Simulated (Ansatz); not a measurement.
**TiN: the crystal squeezed far**

The task here is to estimate one member of a computed series from the others.

Method: DFT PBE, with the methods named in each step, in Ansatz 0.2.0.

### Starting point

Symmetry: Fm-3m, No. 225, cubic system. Conventional cell: a = 4.309 Å, b = 4.309 Å, c = 4.309 Å, α = 90.00°, β = 90.00°, γ = 90.00°. Ti (site symmetry m-3m) has 6 N at 2.15 Å as nearest neighbours. N (site symmetry m-3m) is surrounded by 6 Ti at 2.15 Å.

Coordinates:

```xyz
2
Lattice="0.0000 2.1544 2.1544 2.1544 0.0000 2.1544 2.1544 2.1544 0.0000" Properties=species:S:1:pos:R:3 pbc="T T T"
Ti    0.0000    0.0000    0.0000
N     2.1544    2.1544    2.1544
```

Whether this phase is the stable one at these pressures isn't tested.

Atoms are numbered in the order of the input: Ti1, N2.

The first run:

File input.yaml:

```yaml
crystal:
  lattice:
    - [0.0, 2.15443469, 2.15443469]
    - [2.15443469, 0.0, 2.15443469]
    - [2.15443469, 2.15443469, 0.0]
  atoms:
    - { symbol: Ti, position: [0.0, 0.0, 0.0] }
    - { symbol: "N", position: [0.5, 0.5, 0.5] }
kpoints:
  mp_grid: { grid: [15, 15, 15] }
scf:
  occupations: { method: fermi_dirac, width: 0.1 }
hamiltonian:
  xc: pbe
  pseudopotentials: { kind: paw }
output:
  forces: true
  stress: true
relax:
  f_tol: 0.005
  max_steps: 40
  cell: {}
```

The run is started by

```sh
$ ansatz run input.yaml --threads 1 --pin off --max-ram 2048MiB --backend cpu --events-out ev --progress --plain --runs-dir out
```

Among the steps run: Cell relaxed at zero pressure, PAW; Volume scaled by 1, PAW; Volume scaled by 0.94, PAW; Volume scaled by 0.94, PAW (source ansatz); Volume scaled by 0.88, PAW; Volume scaled by 0.88, PAW (cutoff 300 eV); Volume scaled by 0.8, PAW; Volume scaled by 0.72, PAW; Volume scaled by 0.64, PAW; Volume scaled by 0.55, PAW; Volume scaled by 0.55, PAW (cutoff 800 eV).

One table of the session follows, with a row left open; its other results are not shown here.

```
             method  volume over the first  volume (Å³/atom)  pressure (GPa)
                PAW                      1             9.580            0.00
                PAW                   0.94             9.005           19.48
                PAW                   0.88             8.430           46.29
                PAW                    0.8             7.664           98.71
                PAW                   0.72             6.897          180.76
                PAW                   0.64             6.131          312.45
                PAW                   0.55             5.269          567.67
PAW (cutoff 300 eV)                   0.88                 ?               ?
PAW (cutoff 800 eV)                   0.55             5.269          567.21
PAW (source ansatz)                   0.94             9.005           19.53
```

Q: Estimate the row for PAW (cutoff 300 eV), 0.88 from the others.

**Answer.** volume (Å³/atom): 8.430; pressure (GPa): 45.52.

To keep in mind: Warnings in the runs' records: cutoff below recommended.
